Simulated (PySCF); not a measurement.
# ClH9Si4: the cost of one run

Computed with PySCF 2.14.0, with density-fitted response routines of our own, on a single molecule, in the gas phase or a continuum. Atoms are numbered from 0 throughout.

## Step 1: The molecule as given

14 atoms, charge 0, multiplicity 1; geometry from: GFN2-xTB. The atoms were then displaced at random by about 0.01 Å, so the start is not that level's minimum.

Bonds of the start (Å): Si0–Si1 2.30, Si1–Si2 2.32, Si1–Si3 2.33, Si3–Cl4 2.07, Si0–H5 1.48, Si0–H6 1.49, Si0–H7 1.46, Si1–H8 1.51, Si2–H9 1.45, Si2–H10 1.47, Si2–H11 1.49, Si3–H12 1.45, Si3–H13 1.42.

## Step 2: Relaxing the molecule at PBE0-D3(BJ)/def2-SVP

The job: settings as JSON, then the geometry in Å.

```
{"job": {"xc": "PBE0", "basis": "def2-SVP", "d3": "d3bj", "grid": 1, "shake": 0.01, "kind": "geom"}, "charge": 0, "multiplicity": 1}
Si    -1.912920     1.119710    -0.103120
Si     0.033750     0.076380     0.545790
Si     1.942830     1.086910    -0.307030
Si     0.105550    -2.220160     0.181230
Cl    -1.720320    -2.826910    -0.594990
H     -2.943180     1.212310     0.952330
H     -1.660370     2.527170    -0.516610
H     -2.540100     0.484280    -1.256440
H      0.133130     0.229150     2.041800
H      2.009920     1.007580    -1.750520
H      2.032940     2.508450     0.048630
H      3.208880     0.485530     0.199580
H      0.251360    -3.062510     1.347540
H      1.051380    -2.642980    -0.795950
```

Launch:

```sh
> OMP_NUM_THREADS=1 python probes_run.py task.json out
```

The driver reads the jobs from task.json and runs them one after another.

**Question.** How long does this first job take on 1 thread of Intel Xeon at 2.50GHz, shared host, and how much memory does it need?

About 5 min, with a peak of 0.55 GiB.
